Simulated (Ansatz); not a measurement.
This script makes a scan of the Hubbard U of RbEuCl₃, space group Pm-3m with Ansatz 0.2.0, Python API.

`run_plus_u.py`
```python
import warnings

import ansatz as az
import numpy as np


def count_gap(report):
    # lowest empty less highest filled band, counting bands; zero where they overlap
    return max(report.get("gap_by_band_count_ev") or 0.0, 0.0)


def main() -> None:
    warnings.simplefilter("ignore", az.DeckWarning)

    crystal = (
        az.Lattice.cubic(5.655825)
        .space_group(221)
        .atom("Rb", (0.5, 0.5, 0.5))
        .atom("Eu", (0.0, 0.0, 0.0))
        .atom("Cl", (0.5, 0.0, 0.0))
        .moments(Eu=9.1)
    )

    calc = (
        crystal.calculation()
        .basis(21 * az.Ha)
        .functional("lda")
        .spin(az.SpinTreatment.COLLINEAR)
        .kpoints(4, 4, 4)
        .occupations("fermi_dirac", width=0.1)
        .band_table()
    )
    rows = []
    for u in [1.0, 3.0, 5.0, 7.0]:
        r = calc.hubbard("Eu", "f", u_eff=u).run().report
        shell = r["hubbard"]["n_scf"]
        rows.append((u, count_gap(r), sum(shell) / len(shell), max(abs(m) for m in r["site_moments_mub"]), r["n_iterations"]))
    lines = [",".join(["U_eff eV", "gap by band count eV", "Eu f occupation (projector)", "largest moment muB", "iterations"])] + [",".join(f"{v:.4f}" if isinstance(v, float) else str(v) for v in row) for row in rows]
    print("\n".join(lines))
    with open("plus_u.csv", "w") as handle:
        handle.write("\n".join(lines) + "\n")


if __name__ == "__main__":
    main()
```

What does raising U do here?

From U = 1 to 7 eV the largest site moment goes from 6.80 to 6.84 μB.

The run itself:

Running `python run_plus_u.py` prints:
```text
U_eff eV,gap by band count eV,Eu f occupation (projector),largest moment muB,iterations
1.0000,0.4524,6.9866,6.8029,17
3.0000,1.2330,7.0042,6.8256,24
5.0000,2.1022,7.0059,6.8337,22
7.0000,2.9115,7.0061,6.8391,23
```

Open f shells: with a Hubbard U, without spin-orbit coupling; the state reached hangs on the start and needn't be the lowest. Semilocal gaps usually lie well under measured ones. An opening on this mesh may only mean that it misses a point where bands touch. The structure comes from a database of computed cells and needn't be a stable or known phase. Levels are Kohn-Sham eigenvalues on this mesh, without spin-orbit coupling. Shell occupations and the effect of U depend on the projectors; a run with no .spin step is spin-unpolarised, and each U may end in a state that isn't the lowest. The script silences the warnings on its input, which a real study should read. Finished in 3.3 min on 1 thread of Arm Neoverse V1, on a shared host, peak memory 0.67 GiB.

(Lines on the test bed's own set-up are left out of the output.)
